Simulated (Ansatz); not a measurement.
**GaH7SSi2: up Jacob's ladder to CCSD(T)**

An exercise on one series of results from a longer session: the logs are not shown, and one member is left open.

Program: Ansatz 0.2.0, Gaussian basis. Level of theory: functionals in def2-TZVPP, the program's frozen cores in correlated methods. These are calculated values, not measurements.

The runs, in order: LDA (SPW92), PBE-D4, revPBE-D4, BLYP-D4, r2SCAN-D4, B97M-V, PBE0-D4, B3LYP-D4, r2SCANh-D4, r2SCAN0-D4, HSE06-D4, BHLYP-D4, CAM-B3LYP-D4, LC-ωPBE, ωB97X-V, ωB97M-V, B2PLYP, PBE-QIDH; CCSD(T)/def2-SVP; CCSD(T)/def2-TZVPP; MP2/def2-QZVPP; extrapolation to the limit; RPA on PBE.

### Structure used throughout

An earlier PBE0-D4 in a triple-zeta def2 set relaxation fixed the geometry.

SMILES `[SiH3][S][GaH][SiH3]`, 11 atoms, charge 0, spin multiplicity 1.

Atoms are counted from 1 here; the program's logs count them from 0.

Bond lengths: Si1–S2 2.138 Å, Si1–H5 1.485 Å, Si1–H6 1.485 Å, Si1–H7 1.485 Å, S2–Ga3 2.211 Å, Ga3–Si4 2.403 Å, Ga3–H8 1.570 Å, Si4–H9 1.489 Å, Si4–H10 1.489 Å, Si4–H11 1.486 Å. Angles: S2–Si1–H5 107.1°, S2–Si1–H6 111.2°, S2–Si1–H7 111.2°, H5–Si1–H6 109.3°, H5–Si1–H7 109.3°, H6–Si1–H7 108.8°, Si1–S2–Ga3 99.0°, S2–Ga3–Si4 116.2°, S2–Ga3–H8 115.5°, Si4–Ga3–H8 128.3°, Ga3–Si4–H9 109.9°, Ga3–Si4–H10 109.9°, Ga3–Si4–H11 111.4°, H9–Si4–H10 107.9°, H9–Si4–H11 108.8°, H10–Si4–H11 108.8°.

The first run:

in.yaml reads:

```yaml
crystal:
  periodic: [false, false, false]
  atoms:
    - {symbol: Si, position_ang: [0.274349, 2.442385, -1.242150]}
    - {symbol: S, position_ang: [-1.095362, 1.088969, -0.313400]}
    - {symbol: Ga, position_ang: [0.315442, -0.537142, 0.189913]}
    - {symbol: Si, position_ang: [-0.620176, -2.443081, 1.315701]}
    - {symbol: H, position_ang: [-0.504513, 3.635481, -1.658954]}
    - {symbol: H, position_ang: [1.340733, 2.859430, -0.296394]}
    - {symbol: H, position_ang: [0.908216, 1.828963, -2.436834]}
    - {symbol: H, position_ang: [1.806509, -0.292819, -0.236207]}
    - {symbol: H, position_ang: [0.048724, -2.631585, 2.632770]}
    - {symbol: H, position_ang: [-0.393746, -3.672603, 0.506758]}
    - {symbol: H, position_ang: [-2.080176, -2.278007, 1.538797]}
basis:
  gaussian: {orbitals: def2-TZVPP}
hamiltonian: {xc: lda}
output: {orbitals: {seedname: orbitals}}
```

Steps of the session up to this table: LDA; PBE-D4 (GGA); revPBE-D4 (GGA); BLYP-D4 (GGA); r2SCAN-D4 (meta-GGA); B97M-V (meta-GGA); PBE0-D4 (hybrid); B3LYP-D4 (hybrid); r2SCANh-D4 (hybrid); r2SCAN0-D4 (hybrid); HSE06-D4 (hybrid); BHLYP-D4 (hybrid); CAM-B3LYP-D4 (range-separated); LC-ωPBE (range-separated); ωB97X-V (range-separated); ωB97M-V (range-separated); B2PLYP (double hybrid); PBE-QIDH (double hybrid).

One table of the session follows, with a row left open; its other results are not shown here.

It belongs to the step «Orbital energies across the functionals». 

```
  functional  HOMO (eV)  LUMO (eV)  gap (eV)
 LDA (SPW92)      -6.62      -2.97      3.65
      PBE-D4      -6.51      -2.74      3.77
   revPBE-D4      -6.46      -2.63      3.83
     BLYP-D4      -6.34      -2.62      3.72
   r2SCAN-D4      -6.78      -2.58      4.20
      B97M-V      -6.91      -2.76      4.15
     PBE0-D4          ?          ?         ?
    B3LYP-D4      -7.39      -2.20      5.19
  r2SCANh-D4      -7.19      -2.31      4.88
  r2SCAN0-D4      -7.82      -1.91      5.90
    HSE06-D4      -7.24      -2.36      4.88
    BHLYP-D4      -8.61      -1.20      7.41
CAM-B3LYP-D4      -8.88      -1.05      7.83
     LC-ωPBE     -10.24       0.04     10.28
     ωB97X-V      -9.91      -0.09      9.82
     ωB97M-V      -9.76      -0.28      9.48
```

Q: Estimate the row for PBE0-D4 from the others.

As computed: HOMO (eV): -7.63; LUMO (eV): -1.99; gap (eV): 5.64. In the column «HOMO (eV)» it lies between r2SCAN0-D4 (-7.82) and B3LYP-D4 (-7.39).
